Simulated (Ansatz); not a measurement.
# MgS: the cost of one run

Method: DFT PBEsol, scalar-relativistic, plane waves, PAW, in Ansatz 0.2.0.

3 further runs of the same task are left out: 3 set aside as unsound or not needed.

## Step 1: The starting structure

The structure is cubic, space group Fm-3m (No. 225). Conventional cell: a = 5.182 Å, b = 5.182 Å, c = 5.182 Å, α = 90.00°, β = 90.00°, γ = 90.00°. Around Mg (site symmetry m-3m) lie 6 S at 2.59 Å. S (site symmetry m-3m) has 6 Mg at 2.59 Å as nearest neighbours.

As a file:

```cif
data_structure
_symmetry_space_group_name_H-M 'Fm-3m'
_symmetry_Int_Tables_number 225
_cell_length_a 5.1819
_cell_length_b 5.1819
_cell_length_c 5.1819
_cell_angle_alpha 90.000
_cell_angle_beta 90.000
_cell_angle_gamma 90.000
_cell_volume 139.15
loop_
_atom_site_label
_atom_site_type_symbol
_atom_site_symmetry_multiplicity
_atom_site_Wyckoff_symbol
_atom_site_fract_x
_atom_site_fract_y
_atom_site_fract_z
_atom_site_occupancy
Mg1 Mg 4 a 0.00000 0.00000 0.00000 1
S1 S 4 b 0.00000 0.50000 0.00000 1
```

It goes back to an entry of the Materials Project.

The unstrained cell was computed beforehand with the same settings: E(σ→0) = -5599.8336 eV for 4 atoms, gap 2.73 eV over the zone.

## Step 2: The cell strained by -2.0 %

The input, input.yaml:

```yaml
crystal:
  lattice:
    - [2.6039284762, 2.6039284762, 0.0]
    - [-2.6039284762, 2.6039284762, 0.0]
    - [0.0, 0.0, 5.078308272]
  atoms:
    - { symbol: Mg, position: [0.0, 0.0, 0.0] }
    - { symbol: Mg, position: [0.5, 0.5, 0.5] }
    - { symbol: S, position: [0.5, 0.5, 0.0] }
    - { symbol: S, position: [0.0, 0.0, 0.5] }
basis:
  ecutwfc: 420
kpoints:
  mp_grid: { grid: [6, 6, 6] }
hamiltonian:
  xc: pbesol
scf:
  occupations: { method: gaussian, width: 0.02 }
output:
  forces: true
  stress: true
  eigenvalues: true
  write_density: true
  write_potential: true
  elf: true
  volumetric_format: npy
relax:
  adjacent_minimum: "off"
  f_tol: 0.008
  max_steps: 40
  cell: { stress_tol: 0.015, fix: [c, angles] }
```

The run is started by

```console
$ ansatz run input.yaml --threads 1 --pin off --max-ram 1331MiB --backend cpu --events-out ev --progress --plain --runs-dir out
```

What time and memory should one allow on 1 thread of Arm Neoverse N1, shared host?

About 22 s, with a peak of 0.38 GiB.
